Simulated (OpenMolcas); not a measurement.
**Ta⁴⁺ among point charges: CASSCF and CASPT2 levels and susceptibility**

How does a field of 6 point charges split the states of Ta⁴⁺, and what χT follows?

Program: OpenMolcas 26.06. Level of theory: state-averaged CASSCF and CASPT2, spin-orbit coupling by RASSI with atomic mean-field integrals. These are calculated values, not measurements, unless marked.

### 1 Starting point

- Species: Ta⁴⁺ (tantalum, Z = 73, 69 electrons)
- Basis: ANO-RCC-VDZP [7s6p4d2f1g], 68 functions
- Scalar Hamiltonian: DKH2, point nucleus
- Inactive shells: 1s 2s 2p 3s 3p 3d 4s 4p 4d 4f 5s 5p
- Active space: 1 electron in 5 orbitals (5d)
- Some configurations of this space: 5d
- Orbitals: optimised for each spin and parity, averaged over all roots

The outer shells:

5d
```
5d [↑ ][  ][  ][  ][  ]
```

The ion sits among 6 point charges of -1 e arranged as a trigonal prism (D3h), 1.86 Å from the ion, with a polar angle of 40.8° against the regular 49.1°.

Each step is its own input file, run in one work folder so that later steps find the files of earlier ones. Labels, J, g values, rates, χT and fits are worked out afterwards by a script from the matrices that RASSI stores.

### 2 Basis and integrals

Contents of a.inp:

```
&GATEWAY
Coord
1

Ta 0.0 0.0 0.0
Basis=ANO-RCC-VDZP
Group=NoSym
NoMove
AngMom=0.0 0.0 0.0
AMFI
XField
6 Angstrom 0
1.214207 0.000000 1.409007 -1.000000
-0.607103 1.051534 1.409007 -1.000000
-0.607103 -1.051534 1.409007 -1.000000
1.214207 0.000000 -1.409007 -1.000000
-0.607103 1.051534 -1.409007 -1.000000
-0.607103 -1.051534 -1.409007 -1.000000
&SEWARD
```

Command:

```sh
$ OMP_NUM_THREADS=1 MOLCAS_MEM=1689 MOLCAS_PROJECT=a pymolcas a.inp > a.log
```

### 3 CASSCF: doublets, 5 roots

Contents of a.inp:

```
&RASSCF
FileOrb=start.orb
Symmetry=1
Spin=2
nActEl=1 0 0
Inactive=34
Ras2=5
CIRoot=5 5 1
SDav=5
CIMx=300
Iter=120 100
PrWF=0.3
OrbListing=Nothing
MaxOrb=0
>>> COPY $Project.JobIph JOB001
```

start.orb holds the contracted functions of the basis, ordered by shell, or the orbitals of the step before.

### 4 State interaction with spin-orbit coupling

Contents of a.inp:

```
&RASSI
NrOfJobIphs=1 5
1 2 3 4 5
IphNames
JOB001
EJob
SpinOrbit
DIPRint=1.0
SOCoupling=1000.0
Subsets=2
Property=9
'ANGMOM' 1 'ANGMOM' 2 'ANGMOM' 3 'MLTPL  1' 1 'MLTPL  1' 2 'MLTPL  1' 3
'AMFI' 1 'AMFI' 2 'AMFI' 3
SOProperty=3
'ANGMOM' 1 'ANGMOM' 2 'ANGMOM' 3
```

### 5 CASPT2: IPEA 0.25, imaginary shift 0.1 (closed shells correlated: 4f 5s 5p)

Contents of a.inp:

```
>>> COPY JOB001 $Project.JobIph
&CASPT2
Multistate=5 1 2 3 4 5
NoMult
Frozen=23
IPEA=0.25
Imaginary=0.1
MaxIter=60
WThr=0.0 0.3 0.05
PrWF=0.5
NoMix
```

(Steps that only read results are left out.)

What does the calculation give? Wanted: spin-free ground state; first state of the same spin within the active space; lowest level; next level.

**Answer**, as computed:

```
                                            quantity                                                                           value
                                              method  SS-CASPT2, IPEA 0.25, imaginary shift 0.1 (closed shells correlated: 4f 5s 5p)
                              spin-free ground state                                                  2E, 2-fold in its orbital part
first state of the same spin within the active space                                                                2A1 at 7760 cm⁻¹
                                        lowest level                                               2-fold E3/2, g = 0.00, 0.00, 1.99
                                          next level                                                                     5666.4 cm⁻¹
                                         χT at 300 K                                                                  0.14 cm³ K/mol
                           effective moment at 300 K                                                                         1.06 μB
```

Cost by method:

```csv
method,time of its own steps,time with the reference
A. CASSCF,2.9 s,2.9 s
"B. SS-CASPT2, IPEA 0.25, imaginary shift 0.1, +4f 5s 5p",1.8 s,4.7 s
```

Times are of one thread on a shared host.

What this shows: The spin-free ground state (2E) comes to 100 % from free-ion D terms and keeps the highest spin of the shell. χT at 300 K is 0.14, against 0.38 cm³ K/mol for the spin alone, so orbital moment lowers it. CASPT2 does not keep the components of a term degenerate, and the means are used. The field of point charges can differ much from that of real complexes. This is an electrostatic model: the charges have no orbitals.
